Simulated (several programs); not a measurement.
Many methods on one cell: BBi (wurtzite)

BBi in the wurtzite structure, relaxed with r2SCAN in Ansatz, was computed with several methods. Space group P6_3mc (No. 186), hexagonal; conventional cell a = 3.866 Å, c = 6.375 Å, 20.63 Å³ an atom. B has 4 Bi at 2.37–2.39 Å; Bi has 4 B at 2.37–2.39 Å. The structure was generated, not taken from experiment, and needn't be the ground state; spin polarisation is off.

```
CELL_PARAMETERS angstrom
3.86558 0.00000 0.00000
-1.93279 3.34769 0.00000
0.00000 0.00000 6.37545
ATOMIC_POSITIONS crystal
B 0.33333 0.66667 0.00024
B 0.66667 0.33333 0.50024
Bi 0.33333 0.66667 0.37476
Bi 0.66667 0.33333 0.87476
```

Gaps and times are for a single point on this cell; volume and bulk modulus come from each method's own relaxation or energy curve at fixed shape, which is too stiff where a cell has free coordinates or axes. Times are rough, from shared hosts (Arm Neoverse V1; Intel Xeon Platinum 8488C), and each method has its own mesh and cell size. A double dagger marks a value from a curve with shape and coordinates held. PM6 (MOPAC), PM7 (MOPAC), GFN1-xTB (tblite), GFN2-xTB (tblite) treat a cluster of cells at its zone centre, which samples few k points: where these miss a band edge, the gap comes out too large for that reason alone. Gaps from k meshes are read at a limited set of points (mesh, symmetry points, PBE's band edges), so each method's own least gap may be somewhat smaller. xTB and the PM methods were fitted mostly to molecules, and can miss a solid's gap by electronvolts. Minimal bases can be far off for gaps. Times of the plane-wave ladder aren't listed, since it ran on unlike processors and cards. GLLB-SC's gap includes the derivative discontinuity. d marks a direct gap, i an indirect one (no mark: not told apart), a dash a value that wasn't computed or didn't pass its checks.

| method | kind | gap (eV) | own volume (Å³/atom) | bulk modulus (GPa) | atoms computed | processor time |
| --- | --- | --- | --- | --- | --- | --- |
| PBEsol | semilocal | – | 20.23 | – | 4 | – |
| GFN1-xTB (tblite) | tight binding | 0 | 19.61‡ | 98‡ | cluster | 1.6 s |
| light PBE (260 eV and a coarse mesh) | light plane-wave | 0.01 | – | – | 4 | 2.6 s |
| GFN2-xTB (tblite) | tight binding | 2.27 | 19.89‡ | 98‡ | cluster | 4.8 s |
| PM6 (MOPAC) | semi-empirical | 2.64 | – | – | cluster | 9.5 s |
| PM7 (MOPAC) | semi-empirical | 4.40 | – | – | cluster | 9.5 s |
| PBE/SZV (CP2K) | small basis | 1.10 d | 21.47‡ | 75‡ | 4 | 9.9 s |
| LDA | semilocal | 0.09 d | 19.73 | – | 4 | – |
| PBE | semilocal | 0.09 d | 20.98 | 71‡ | 4 | – |
| PBE/single zeta (GPAW) | small basis | 0.34 d | – | – | 4 | 15 s |
| PBE/DZVP (CP2K) | small basis | 0.24 d | 21.27‡ | 70‡ | 4 | 23 s |
| r2SCAN | semilocal | 0.20 d | 20.63 | 80‡ | 4 | – |
| GLLB-SC (GPAW) | model potential | 0.08 | – | – | 4 | 56 s |
| PBE+SOC | semilocal | 0.07 d | – | – | 4 | – |
| PBE0 | hybrid | 1.21 d | – | – | 4 | – |
| HSE06 | hybrid | 0.59 d | 20.19 | – | 4 | – |
| HSE06+SOC | hybrid | 0.35 d | – | – | 4 | – |

Against HSE06 (0.59 eV) and with closed or daggered gaps left aside, the nearest gap at the points sampled is that of HSE06+SOC (-0.24 eV) and the farthest that of PM7 (MOPAC) (+3.81 eV). HSE06 is only a yardstick of convenience, and nearness to it can be luck.

Volumes against r2SCAN's: PBEsol -1.9 %, LDA -4.3 %, PBE +1.7 %, HSE06 -2.1 %.

Only the rows marked +SOC include spin-orbit coupling.
